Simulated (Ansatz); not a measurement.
# AlBCl₂H₂O: a ladder of functionals and wavefunction methods

The task here is to estimate one member of a computed series from the others.

The runs use Ansatz 0.2.0, Gaussian basis; functionals in def2-TZVPP, the program's frozen cores in correlated methods.

Levels to be run: LDA (SPW92), PBE-D4, revPBE-D4, BLYP-D4, r2SCAN-D4, B97M-V, PBE0-D4, B3LYP-D4, r2SCANh-D4, r2SCAN0-D4, HSE06-D4, BHLYP-D4, CAM-B3LYP-D4, LC-ωPBE, ωB97X-V, ωB97M-V, B2PLYP, PBE-QIDH; CCSD(T)/def2-SVP; CCSD(T)/def2-TZVPP; MP2/def2-QZVPP; extrapolation to the limit; RPA on PBE.

### Structure used throughout

The geometry comes from an earlier relaxation with PBE0-D4 in a triple-zeta def2 set; it is a stationary point, not always the lowest conformer.

SMILES `B[O][Al]([Cl])[Cl]`, 7 atoms, charge 0, spin multiplicity 1.

Atoms are counted from 1 here; the program's logs count them from 0.

Bond lengths: B1–O2 1.338 Å, B1–H6 1.202 Å, B1–H7 1.202 Å, O2–Al3 1.662 Å, Al3–Cl4 2.069 Å, Al3–Cl5 2.069 Å. Angles: O2–B1–H6 119.2°, O2–B1–H7 119.2°, H6–B1–H7 121.5°, B1–O2–Al3 179.1°, O2–Al3–Cl4 119.6°, O2–Al3–Cl5 119.6°, Cl4–Al3–Cl5 120.8°.

Set-up of the first run:

File in.yaml:

```yaml
crystal:
  periodic: [false, false, false]
  atoms:
    - {symbol: B, position_ang: [-1.587010, -0.137512, 0.023268]}
    - {symbol: O, position_ang: [-0.253590, -0.026392, 0.010819]}
    - {symbol: Al, position_ang: [1.402907, 0.102741, -0.029752]}
    - {symbol: Cl, position_ang: [2.555700, -1.168111, 1.126312]}
    - {symbol: Cl, position_ang: [2.287043, 1.534008, -1.234098]}
    - {symbol: H, position_ang: [-2.122779, -0.867555, -0.767058]}
    - {symbol: H, position_ang: [-2.221072, 0.494822, 0.824811]}
basis:
  gaussian: {orbitals: def2-TZVPP}
hamiltonian: {xc: lda}
output: {orbitals: {seedname: orbitals}}
```

Started as:

```
$ ansatz run in.yaml --threads 2 --pin off --events-out ev --progress --plain --max-ram 4352MiB
```

Among the steps run: LDA; PBE-D4 (GGA); revPBE-D4 (GGA); BLYP-D4 (GGA); r2SCAN-D4 (meta-GGA); B97M-V (meta-GGA); B3LYP-D4 (hybrid); r2SCANh-D4 (hybrid); r2SCAN0-D4 (hybrid); HSE06-D4 (hybrid); BHLYP-D4 (hybrid); CAM-B3LYP-D4 (range-separated); LC-ωPBE (range-separated); ωB97X-V (range-separated); ωB97M-V (range-separated); B2PLYP (double hybrid); PBE-QIDH (double hybrid).

One of the session's tables, all rows but one given; the rest of the session is left out.

It belongs to the step «Frontier levels by functional». 

```
  functional  HOMO (eV)  gap (eV)
 LDA (SPW92)      -7.03      4.78
      PBE-D4      -6.95      4.99
   revPBE-D4          ?         ?
     BLYP-D4      -6.88      5.01
   r2SCAN-D4      -7.27      5.79
      B97M-V      -7.33      5.64
     PBE0-D4      -8.39      7.32
    B3LYP-D4      -8.19      6.85
  r2SCANh-D4      -7.80      6.60
  r2SCAN0-D4      -8.60      7.82
    HSE06-D4      -7.98      6.54
    BHLYP-D4      -9.81      9.57
CAM-B3LYP-D4      -9.86      9.73
     LC-ωPBE     -11.23     12.40
     ωB97X-V     -10.88     11.83
     ωB97M-V     -10.73     11.36
```

Q: Estimate the row for revPBE-D4 from the others.

As computed: HOMO (eV): -6.90; gap (eV): 5.11. In the column «HOMO (eV)» it lies between PBE-D4 (-6.95) and BLYP-D4 (-6.88).
